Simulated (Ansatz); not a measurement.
## KNi under changes of volume

One of the cells (23.307 Å³/atom); the others are scaled copies at fixed shape and fractional positions:

```
CELL_PARAMETERS angstrom
3.66048 0.00000 0.00000
0.00000 3.66048 0.00000
0.00000 0.00000 3.47889
ATOMIC_POSITIONS crystal
K 0.00000 0.00000 0.00000
Ni 0.50000 0.50000 0.50000
```

The cell was built by a generator and needn't be a form met in nature.

* Program: Ansatz 0.2.0
* Functional: PBE
* Potentials or basis: all-electron LAPW, scalar-relativistic
* Cutoff: 175 eV (chosen from the basis error)
* Basis error allowed: 0.0005 eV/atom
* k mesh: 7 × 7 × 8
* Occupations: fermi-dirac, width 0.05 eV
* Spin: collinear spin, ferromagnetic start
* Starting moments: [0.0, 1.0] μB

```tsv
volume (Å³/atom)	energy over the lowest point (meV/atom)	pressure (GPa)	moment (μB per cell)
21.909	79.26	6.2	0.60
22.375	61.95	5.6	0.66
22.841	46.22	5.0	0.71
23.307	?	?	?
23.773	19.98	4.0	0.77
24.239	9.27	3.5	0.79
24.705	0.00	3.0	0.80
```

Task: What does the run at 23.307 Å³/atom give?

Result: Energy over the lowest point 32.25 meV/atom; pressure 4.5 GPa; moment 0.74 μB per cell.

Worked out: A Birch-Murnaghan fit of order 3 (a polynomial in V^(-2/3)) to the other rows has no minimum within the range. It gives 32.31 meV/atom at 23.307 Å³/atom, against the run's 32.25, and -dE/dV = 4.5 GPa, against 4.5. A parabola through the other rows of the moment, of slope 0.0705 μB per Å³/atom there, gives 0.74 μB, against the run's 0.74.

Energies are extrapolated to zero smearing.
